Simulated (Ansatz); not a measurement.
Write a Python script for the Ansatz DFT code, driven from Python that makes a single point in a Gaussian basis of GeH4S2, SMILES S[S][GeH3]. Use: LC-wPBE, def2-TZVP basis, multiplicity 1.

The script reads `geh4s2.xyz`:
```text
7

S    -0.93400   -1.99150    0.01420
S    -1.49970    0.02880    0.59400
Ge    0.53900    0.76290    0.22800
H    -1.23000   -1.67220   -1.34570
H     0.95420    0.52800   -1.26140
H     0.64830    2.29000    0.56940
H     1.58360   -0.01390    1.15580
```

`geh4s2.py`
```python
# -*- coding: utf-8 -*-
"""Single point of GeH4S2 in a Gaussian basis."""

from pathlib import Path

import ansatz as az


def main():
    geh4s2 = az.Crystal.molecule_from_extxyz("geh4s2.xyz")

    base = geh4s2.calculation().basis(gaussian="def2-TZVP").functional("LC-wPBE").orbitals()
    res = base.run(runs_dir="runs")
    summary = res.report

    print("reference energy %16.6f eV" % summary["reference_energy_ev"])
    print("total energy     %16.6f eV" % summary["free_energy_ev"])
    print("occupied orbitals outside the frozen core (up, down):", summary["n_occupied"], " frozen:", summary["n_frozen"], " virtual:", summary["n_virtual"])

    lines = Path(summary["orbitals_path"]).read_text().splitlines()
    field_of = lambda key: [line.split("=")[1].strip() for line in lines if line.startswith(key)]
    orbitals = [(27.211386 * float(e), s, float(n)) for e, s, n in zip(field_of("Ene="), field_of("Spin="), field_of("Occup="))]
    homo = max(e for e, _, n in orbitals if n > 0.5)
    lumo = min(e for e, _, n in orbitals if n < 0.5)
    print(f"HOMO {homo:.3f} eV, LUMO {lumo:.3f} eV, gap {lumo - homo:.3f} eV")


if __name__ == "__main__":
    main()
```

```console
$ python geh4s2.py
reference energy    -78241.368489 eV
total energy        -78241.368489 eV
occupied orbitals outside the frozen core (up, down): [34, 34]  frozen: 0  virtual: [112, 112]
HOMO -10.079 eV, LUMO 0.431 eV, gap 10.511 eV
```

Reading the output:
- Total energies depend on the basis set; only differences at equal settings carry meaning.
- The geometry is a force-field or estimated start, not a minimum of this method, and the basis set is short of its limit.
- Levels such as HOMO and LUMO are orbital energies: with these approximate functionals they aren't the ionisation energy and electron affinity, and their gap isn't the fundamental gap.
- Wall time of the script: 4.2 s on 1 thread of Arm Neoverse V2, with other jobs on the host, peak memory 0.29 GiB.

(A comment or docstring line of the script was reworded after the run, the code is as it ran; lines on the test bed's own set-up are left out of the output.)
